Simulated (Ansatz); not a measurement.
# Ni: the cost of one run

Computed with Ansatz 0.2.0 (DFT PBE, PAW, plane waves, scalar-relativistic, unless a step's input says otherwise).

## (1) Starting point

Symmetry: Fm-3m, No. 225, cubic system. The conventional cell has a = 3.534 Å, b = 3.534 Å, c = 3.534 Å, α = 90.00°, β = 90.00°, γ = 90.00°. Ni (site symmetry m-3m) is surrounded by 12 Ni at 2.50 Å.

As a file:

```cif
data_structure
_symmetry_space_group_name_H-M 'P 1'
_symmetry_Int_Tables_number 1
_cell_length_a 4.3285
_cell_length_b 4.3285
_cell_length_c 4.3285
_cell_angle_alpha 33.557
_cell_angle_beta 33.557
_cell_angle_gamma 33.557
_cell_volume 22.07
loop_
_atom_site_label
_atom_site_type_symbol
_atom_site_fract_x
_atom_site_fract_y
_atom_site_fract_z
_atom_site_occupancy
Ni1 Ni 0.00000 0.00000 0.00000 1
Ni2 Ni 0.50000 0.50000 0.50000 1
```

Atoms are counted from 1 in the order of input.yaml (Ni2 and so on).

The first starts: parallel moments, plain SCF; opposed moments +-, plain SCF; no spin polarisation; spin on, no moments given (the program may seed its own), plain SCF. What is tried next depends on their ends.

A plain SCF has the search for lower states switched off and ends at the first converged state. 

The total moment includes the space between the atomic spheres.

## (2) Parallel moments, plain SCF

File input.yaml:

```yaml
crystal:
  lattice:
    - [3.5342, 1.7671, 1.7671]
    - [1.7671, 3.5342, 1.7671]
    - [1.7671, 1.7671, 3.5342]
  atoms:
    - { symbol: Ni, position: [0.0, 0.0, 0.0], spin: 2.0 }
    - { symbol: Ni, position: [0.5, 0.5, 0.5], spin: 2.0 }
magnetization:
  spin_polarized: true
hamiltonian:
  xc: pbe
  pseudopotentials: { kind: paw }
basis:
  ecutwfc: 420
kpoints:
  mp_grid: { grid: [11, 11, 11] }
scf:
  occupations: { method: fermi_dirac, width: 0.1 }
  lower_state_search: "off"
output:
  forces: true
  stress: true
```

What time and memory should one allow on 2 threads of an x86-64 CPU, shared host?

About 4.8 s, with a peak of 0.44 GiB.
